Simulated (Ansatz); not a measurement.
# A workflow on WH2O4 (tungstic acid)

We compute energy and forces (B97M-V/def2-SVP), then energy and gradient (B97M-V/def2-SVP), then energy and gradient (B97M-V/def2-SVP), then energy and gradient (B97M-V/def2-SVP) of WH2O4 (tungstic acid). The setting varied is the integral approximation. 

The calculation is run with Ansatz 0.2.0.

## 1. The molecule

The species is WH2O4 (7 atoms), meant as a singlet with charge 0. As SMILES, `[O]=[W](=[O])([OH])[OH]`. The coordinates come from a PBE0-D4/def2-TZVP relaxation. This is one conformer, not always the lowest.

Bond lengths: O1–W2 1.704 Å, W2–O3 1.704 Å, W2–O4 1.881 Å, W2–O5 1.881 Å, O4–H6 0.960 Å, O5–H7 0.960 Å. Angles: O1–W2–O3 108.9°, O1–W2–O4 109.9°, O1–W2–O5 108.7°, O3–W2–O4 108.7°, O3–W2–O5 109.9°, O4–W2–O5 110.7°, W2–O4–H6 125.0°, W2–O5–H7 125.0°.

## 2. Energy and forces at B97M-V/def2-SVP (Coulomb fitting set, core potential, start density atoms) (run 1)

in.yaml

```yaml
crystal:
  periodic: [false, false, false]
  atoms:
    - {symbol: O, position_ang: [-1.405490, 1.320440, 0.101460]}
    - {symbol: W, position_ang: [-0.074460, 0.262990, 0.223380]}
    - {symbol: O, position_ang: [0.838560, 0.682730, 1.599940]}
    - {symbol: O, position_ang: [-0.678990, -1.507810, 0.417510]}
    - {symbol: O, position_ang: [0.980910, 0.441080, -1.323670]}
    - {symbol: H, position_ang: [-1.588940, -1.793310, 0.309900]}
    - {symbol: H, position_ang: [1.928400, 0.593870, -1.328530]}
basis:
  gaussian: {orbitals: def2-SVP, fitting: {mean_field: def2-universal-jfit.json}}
hamiltonian: {xc: {name: B97M-V}}
output: {forces: true, orbitals: {seedname: orbitals}}
```

Run with:

```
$ ansatz run in.yaml --threads 1 --pin off --max-ram 3480MiB --events-out events.jsonl --progress --plain --runs-dir runs
```

What it wrote, cut to the lines that bear on the results:

```text
Warning: RAYON_NUM_THREADS=1 ignored (pool sized by the plan → 1); use --threads N
Functional definition: B97M-V
  name "B97M-V"
[...]
  gx(w, u) = cx00 + cx01*u + cx02*u^2 + (cx10 + cx11*u)*w
  gss(w, u) = css00 + css02*u^2 + css10*w + (css32*w^3 + css42*w^4)*u^2
  gos(w, u) = cos00 + cos01*u + cos03*u^3 + cos10*w + cos32*w^3*u^2
[...]
      + integral(e_c_pw_mod_opposite_spin*gos(b97_w_opposite, b97_u_opposite)) + vv10(b, c)
307 factors; integrals over basis functions are off by at most 1.9e0 eV
[...]
mean field -10042.16097684 eV, -369.0426090779 hartree, gradient 6.6e-6 eV, S^2 0.000000; 0 other end points of the search recorded, 0 dependent functions left out
[...]
reference -10042.16107557 eV, -369.0426127061 hartree; 24, 24 occupied and 74, 74 virtual orbitals, 307 factors
Total energy: -10042.16107557 eV, -369.0426127061 hartree
Atom 0 at    -1.405490     1.320440     0.101460 Å, force    -0.413740     0.351824    -0.002344 eV/Å
Atom 1 at    -0.074460     0.262990     0.223380 Å, force     0.067607    -0.237285    -0.202306 eV/Å
Atom 2 at     0.838560     0.682730     1.599940 Å, force     0.266880     0.166312     0.442909 eV/Å
Atom 3 at    -0.678990    -1.507810     0.417510 Å, force    -0.098880    -0.257093     0.052143 eV/Å
Atom 4 at     0.980910     0.441080    -1.323670 Å, force     0.156927     0.051680    -0.226356 eV/Å
Atom 5 at    -1.588940    -1.793310     0.309900 Å, force    -0.080612    -0.095124     0.005105 eV/Å
Atom 6 at     1.928400     0.593870    -1.328530 Å, force     0.101819     0.019685    -0.069151 eV/Å
Dipole moment:     0.131484    -0.464769    -0.394635 e Å
```

It took 17 s on 1 thread of Arm Neoverse V1, shared host; peak memory 0.2 GiB.

## 3. Energy and forces at B97M-V/def2-SVP (Coulomb fitting set, core potential, start density atoms) (run 2)

Changes to in.yaml since step 2:

```diff
@@ -11,3 +11,3 @@
 basis:
-  gaussian: {orbitals: def2-SVP, fitting: {mean_field: def2-universal-jfit.json}}
+  gaussian: {orbitals: def2-SVP, fitting: {mean_field: x2c-jfit}}
 hamiltonian: {xc: {name: B97M-V}}
```

Run with:

```
$ ansatz run in.yaml --threads 1 --pin off --max-ram 3480MiB --events-out events.jsonl --progress --plain --runs-dir runs
```

What it wrote, cut to the lines that bear on the results:

```text
Warning: RAYON_NUM_THREADS=1 ignored (pool sized by the plan → 1); use --threads N
[... 2 set-up lines as earlier in the session ...]
[...]
  gx(w, u) = cx00 + cx01*u + cx02*u^2 + (cx10 + cx11*u)*w
  gss(w, u) = css00 + css02*u^2 + css10*w + (css32*w^3 + css42*w^4)*u^2
  gos(w, u) = cos00 + cos01*u + cos03*u^3 + cos10*w + cos32*w^3*u^2
[...]
      + integral(e_c_pw_mod_opposite_spin*gos(b97_w_opposite, b97_u_opposite)) + vv10(b, c)
445 factors; integrals over basis functions are off by at most 2.1e-1 eV
[...]
mean field -10042.15925728 eV, -369.0425458851 hartree, gradient 6.7e-6 eV, S^2 0.000000; 0 other end points of the search recorded, 0 dependent functions left out
[...]
reference -10042.15935601 eV, -369.0425495133 hartree; 24, 24 occupied and 74, 74 virtual orbitals, 445 factors
Total energy: -10042.15935601 eV, -369.0425495133 hartree
Atom 0 at    -1.405490     1.320440     0.101460 Å, force    -0.413809     0.352264    -0.002253 eV/Å
Atom 1 at    -0.074460     0.262990     0.223380 Å, force     0.067502    -0.236913    -0.201990 eV/Å
Atom 2 at     0.838560     0.682730     1.599940 Å, force     0.266780     0.166468     0.443324 eV/Å
Atom 3 at    -0.678990    -1.507810     0.417510 Å, force    -0.097694    -0.257708     0.051791 eV/Å
Atom 4 at     0.980910     0.441080    -1.323670 Å, force     0.156133     0.050909    -0.227183 eV/Å
Atom 5 at    -1.588940    -1.793310     0.309900 Å, force    -0.081557    -0.095097     0.005203 eV/Å
Atom 6 at     1.928400     0.593870    -1.328530 Å, force     0.102645     0.020077    -0.068893 eV/Å
Dipole moment:     0.131538    -0.464960    -0.394797 e Å
```

Wall time 17 s (1 thread of Arm Neoverse V1, shared host); peak memory 0.2 GiB.

Run 3 isn't shown in full; the table further down has it.

## 4. Energy and forces at B97M-V/def2-SVP (core potential, start density atoms) (run 4)

molecule.yaml

```yaml
crystal:
  periodic: [false, false, false]
  atoms:
    - {symbol: O, position_ang: [-1.405490, 1.320440, 0.101460]}
    - {symbol: W, position_ang: [-0.074460, 0.262990, 0.223380]}
    - {symbol: O, position_ang: [0.838560, 0.682730, 1.599940]}
    - {symbol: O, position_ang: [-0.678990, -1.507810, 0.417510]}
    - {symbol: O, position_ang: [0.980910, 0.441080, -1.323670]}
    - {symbol: H, position_ang: [-1.588940, -1.793310, 0.309900]}
    - {symbol: H, position_ang: [1.928400, 0.593870, -1.328530]}
basis:
  gaussian: {orbitals: def2-SVP}
hamiltonian: {xc: {name: B97M-V}}
accuracy: high
output: {forces: true, orbitals: {seedname: orbitals}}
```

Run with:

```
$ ansatz run molecule.yaml --threads 1 --pin off --max-ram 3480MiB --events-out events.jsonl --progress --plain --runs-dir runs
```

What it wrote, cut to the lines that bear on the results:

```text
Warning: RAYON_NUM_THREADS=1 ignored (pool sized by the plan → 1); use --threads N
[... 2 set-up lines as earlier in the session ...]
[...]
  gx(w, u) = cx00 + cx01*u + cx02*u^2 + (cx10 + cx11*u)*w
  gss(w, u) = css00 + css02*u^2 + css10*w + (css32*w^3 + css42*w^4)*u^2
  gos(w, u) = cos00 + cos01*u + cos03*u^3 + cos10*w + cos32*w^3*u^2
[...]
      + integral(e_c_pw_mod_opposite_spin*gos(b97_w_opposite, b97_u_opposite)) + vv10(b, c)
2166 factors; integrals over basis functions are off by at most 3.3e-9 eV
[...]
mean field -10042.15622532 eV, -369.0424344627 hartree, gradient 2.9e-8 eV, S^2 0.000000; 0 other end points of the search recorded, 0 dependent functions left out
[...]
reference -10042.15623374 eV, -369.0424347721 hartree; 24, 24 occupied and 74, 74 virtual orbitals, 2166 factors
Total energy: -10042.15623374 eV, -369.0424347721 hartree
Atom 0 at    -1.405490     1.320440     0.101460 Å, force    -0.413796     0.352186    -0.002407 eV/Å
Atom 1 at    -0.074460     0.262990     0.223380 Å, force     0.067521    -0.236979    -0.202049 eV/Å
Atom 2 at     0.838560     0.682730     1.599940 Å, force     0.266835     0.166310     0.443280 eV/Å
Atom 3 at    -0.678990    -1.507810     0.417510 Å, force    -0.096934    -0.256492     0.051583 eV/Å
Atom 4 at     0.980910     0.441080    -1.323670 Å, force     0.155113     0.050609    -0.226201 eV/Å
Atom 5 at    -1.588940    -1.793310     0.309900 Å, force    -0.082530    -0.096009     0.005305 eV/Å
Atom 6 at     1.928400     0.593870    -1.328530 Å, force     0.103792     0.020376    -0.069511 eV/Å
Dipole moment:     0.131538    -0.464958    -0.394796 e Å
```

It took 2.2 min on 1 thread of Arm Neoverse V1, shared host; peak memory 0.64 GiB.

## 5. All runs side by side

| run | level | accuracy | energy (Eh) | dipole moment (D) | HOMO energy (eV) | LUMO energy (eV) | wall time |
| --- | --- | --- | --- | --- | --- | --- | --- |
| 1 | B97M-V/def2-SVP (Coulomb fitting set, core potential, start density atoms) | medium | -369.042613 | 3.00 | -7.72 | -2.16 | 17 s |
| 2 | B97M-V/def2-SVP (Coulomb fitting set, core potential, start density atoms) | medium | -369.042550 | 3.00 | -7.72 | -2.16 | 17 s |
| 3 | B97M-V/def2-SVP (density fitting with def2-universal-jkfit, core potential, start density atoms) | medium | -369.042494 | 3.00 | -7.72 | -2.16 | 17 s |
| 4 | B97M-V/def2-SVP (core potential, start density atoms) | high | -369.042435 | 3.00 | -7.72 | -2.16 | 2.2 min |

## 6. Outcome

| quantity | value |
| --- | --- |
| run 4, B97M-V/def2-SVP: total energy | -369.04243 Eh |
| run 4, B97M-V/def2-SVP: dipole moment | 3.00 D |
| run 4, B97M-V/def2-SVP: HOMO energy | -7.72 eV |
| run 4, B97M-V/def2-SVP: LUMO energy | -2.16 eV |
| run 4, B97M-V/def2-SVP: HOMO–LUMO gap | 5.56 eV |
| run 4, B97M-V/def2-SVP: largest force on an atom | 0.543 eV/Å |

What this shows: Over the runs the total energy spans 0.005 eV. All runs together took 3 min, the longest 2.2 min.
